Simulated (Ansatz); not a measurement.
# Si: the cost of one run

Computed with Ansatz 0.2.0 (DFT LDA, scalar-relativistic, plane waves, PAW, unless a step's input says otherwise).

## (1) The structure to begin with

Symmetry: P6/mmm, No. 191, hexagonal system. Conventional cell: a = 2.621 Å, b = 2.621 Å, c = 2.466 Å, α = 90.00°, β = 90.00°, γ = 120.00°. Around Si (site symmetry 6/mmm) lie 8 Si at 2.47 to 2.62 Å.

Structure file:

```
Si
1.0
     2.62054    0.00000    0.00000
    -1.31027    2.26946    0.00000
     0.00000    0.00000    2.46635
Si
1
Direct
  0.00000 0.00000 0.00000
```

The structure comes from the Materials Project (structure only).

(A quick probe on a coarse mesh, which set the mesh and smearing, is not shown.)

## (3) The relaxation

input.yaml

```yaml
crystal:
  lattice:
    - [2.6205428149, 0.0, 0.0]
    - [-1.3102714075, 2.2694566494, 0.0]
    - [0.0, 0.0, 2.46635439]
  atoms:
    - { symbol: Si, position: [0.0, 0.0, 0.0] }
basis:
  ecutwfc: 420
kpoints:
  mp_grid: { grid: [18, 18, 16] }
hamiltonian:
  xc: lda
scf:
  occupations: { method: gaussian, width: 0.1 }
output:
  forces: true
  stress: true
  eigenvalues: true
  write_density: true
  write_potential: true
  elf: true
  volumetric_format: npy
relax:
  adjacent_minimum: "off"
  f_tol: 0.005
  max_steps: 80
  cell: { stress_tol: 0.05 }
```

Launch:

```sh
ansatz run input.yaml --threads 1 --pin off --max-ram 2560MiB --backend cpu --events-out ev --progress --plain --runs-dir out
```

**Question.** How long does this run take on 1 thread of Arm Neoverse V1, shared host, and how much memory does it need?

About 14 s, with a peak of 0.31 GiB.
